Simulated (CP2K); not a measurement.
SiO:

```
CELL_PARAMETERS angstrom
2.80697 0.00000 0.00000
0.00000 2.80697 0.00000
0.00000 0.00000 2.80697
ATOMIC_POSITIONS crystal
Si 0.00000 0.00000 0.00000
O 0.50000 0.50000 0.50000
```

The cell was built by a generator and needn't be a form met in nature.

- Program: CP2K 2026.2
- Task: single point
- Functional: PBE
- Potentials or basis: POTENTIAL_UZH Si GTH-PBE-q4, O GTH-PBE-q6; TZVP-MOLOPT-PBE-GTH basis
- Density cutoff: 8163 eV
- k mesh: 9 × 9 × 9
- Occupations: fermi-dirac, width 0.05 eV
- Spin: no spin polarisation

On this cell: pressure 0.3 GPa; largest force zero by symmetry; band gap on the k mesh none (metal or under the smearing width).

The same run follows on a disturbed copy (atoms moved at random, drawn with an rms of 0.05 Å):

```
CELL_PARAMETERS angstrom
2.80697 0.00000 0.00000
0.00000 2.80697 0.00000
0.00000 0.00000 2.80697
ATOMIC_POSITIONS crystal
Si 0.01925 0.00458 0.00607
O 0.49563 0.49345 0.50784
```

Problem. What changes?

Solution. The energy (extrapolated to zero smearing) moves by -10.2 meV/atom; pressure 0.3 GPa; largest force 0.564 eV/Å; band gap on the k mesh none (metal or under the smearing width).

Forces on the atoms (eV/Å):
```
Si   0.463  0.220 -0.035
O   -0.499 -0.255  0.065
```

Stress tensor (GPa, compression positive):
```
 0.38 -0.21  0.03
-0.21  0.25  0.01
 0.03  0.01  0.21
```

The energy falls, though the first cell shows no forces: that form is unstable against this distortion, unless noise or another electronic state is at work.

Caveats: the basis of atomic orbitals isn't converged, which shifts pressures, moduli and gaps.
